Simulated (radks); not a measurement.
**Valence configurations of Gd⁺**

The task here is to estimate one member of a computed series from the others.

Program: radks (a radial shooting solver on a logarithmic mesh, Libxc functionals) version 1. Level of theory: scalar-relativistic Kohn-Sham, r2SCAN, spin-polarised, spherical densities, finite nucleus; open shells are filled with parallel spins first. These are calculated values, not measurements, unless marked.

**The system**

```
element            : gadolinium (Z = 64)
charge             : +1
electrons          : 63
configuration      : [Xe] 4f7 5d1 6s1
nuclear rms radius : 5.1569 fm
others tried       : 4f8 5d1; 4f7 6s1 6p1; 4f6 5d1 6s1 6p1; 4f8 6s1; 4f6.5 5d1 6s1.5; 4f7 5d0.5 6s1 6p0.5; 4f7 5d2; 4f6 5d1 6s2; 4f6.5 5d1.5 6s1
```

Outer shells as boxes (Hund's rule):

Gd⁺
```
[Xe] core
4f [↑ ][↑ ][↑ ][↑ ][↑ ][↑ ][↑ ]
5d [↑ ][  ][  ][  ][  ]
6s [↑ ]
```

Set-up of the first run:

Settings of this run:

```text
Z 64
configuration [Xe] 4f7 5d1 6s1
relativity scalar-relativistic
functional r2scan,r2scan
spin polarised
nucleus finite rms 5.1569 fm
c 137.035999084
```

Among the steps run: [Xe] 4f7 5d1 6s1.

One of the session's tables, all rows but one given; the rest of the session is left out.

It belongs to the step «[Xe] 4f7 5d1 6s1». Radial moments (bohr):

| level | <r> | outermost maximum (interpolated) | 90 % within | nodes |
| --- | --- | --- | --- | --- |
| 5s up | 1.327 | 1.19 | 1.91 | 4 |
| 5s down | 1.359 | 1.21 | 1.96 | 4 |
| 5p up | 1.546 | 1.35 | 2.27 | 3 |
| 5p down | 1.580 | 1.37 | 2.31 | 3 |
| 4f up | ? | ? | ? | ? |
| 6s up | 3.601 | 3.21 | 5.18 | 5 |
| 4f down | 0.9036 | 0.570 | 1.58 | 0 |
| 5d up | 2.514 | 1.89 | 3.98 | 2 |

**Question.** Estimate the row for 4f up.

The run gave: <r>: 0.8489; outermost maximum (interpolated): 0.567; 90 % within: 1.44; nodes: 0. In the column «<r>» it is the lowest.
